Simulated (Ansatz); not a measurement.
**GaH₄PS: basis-set convergence**

How large a basis does GaH₄PS need? Two functionals are run in growing sets.

Program: Ansatz 0.2.0, Gaussian basis. Level of theory: one geometry, several basis sets. These are calculated values, not measurements.

Plan: PBE0-D4/def2-SVP; ωB97M-V/def2-SVP; PBE0-D4/def2-QZVPP; ωB97M-V/def2-QZVPP; the functionals' def2-TZVPP values are taken from earlier runs.

### Step 1. Structure used throughout

All runs share one geometry, relaxed beforehand with PBE0-D4 in a triple-zeta def2 set.

SMILES `S[PH][GaH2]`, 7 atoms, charge 0, spin multiplicity 1.

Atoms are counted from 1 here; the program's logs count them from 0.

Bond lengths: S1–P2 2.199 Å, S1–H4 1.344 Å, P2–Ga3 2.348 Å, P2–H5 1.421 Å, Ga3–H6 1.561 Å, Ga3–H7 1.559 Å. Angles: P2–S1–H4 95.4°, S1–P2–Ga3 67.4°, S1–P2–H5 90.3°, Ga3–P2–H5 95.4°, P2–Ga3–H6 113.8°, P2–Ga3–H7 118.6°, H6–Ga3–H7 127.6°.

### Step 2. PBE0-D4 in def2-SVP

in.yaml reads:

```yaml
crystal:
  periodic: [false, false, false]
  atoms:
    - {symbol: S, position_ang: [-1.069688, -1.066697, -0.257031]}
    - {symbol: P, position_ang: [-0.641898, 0.950612, -1.021229]}
    - {symbol: Ga, position_ang: [0.912782, 0.247551, 0.591253]}
    - {symbol: H, position_ang: [-1.978348, -0.667737, 0.648824]}
    - {symbol: H, position_ang: [0.052719, 0.392240, -2.127700]}
    - {symbol: H, position_ang: [0.549957, 0.681873, 2.046400]}
    - {symbol: H, position_ang: [2.174476, -0.537852, 0.119483]}
basis:
  gaussian: {orbitals: def2-SVP}
hamiltonian: {xc: pbe0, dispersion: d4}
output: {orbitals: {seedname: orbitals}}
```

Launch:

```console
ansatz run in.yaml --threads 2 --pin off --events-out ev --progress --plain --max-ram 4352MiB
```

The runs that follow: ωB97M-V in def2-SVP; PBE0-D4 in def2-QZVPP; ωB97M-V in def2-QZVPP.

Q: Predict the results of all the runs planned. Wanted: PBE0-D4: double and triple zeta above quadruple; ωB97M-V: double and triple zeta above quadruple.

The runs gave:

| quantity | value |
| --- | --- |
| PBE0-D4: double and triple zeta above quadruple | 15.62, 1.81 eV |
| ωB97M-V: double and triple zeta above quadruple | 15.51, 1.74 eV |

What this shows: PBE0-D4 gains 13.81 eV from double to triple zeta, then 1.81 eV more. Total energies overstate the basis error of differences, where much of it tends to cancel. The LUMO of ωB97M-V is positive and keeps falling with the basis (1.07 to 0.46 eV): an unbound level that the basis holds in place.
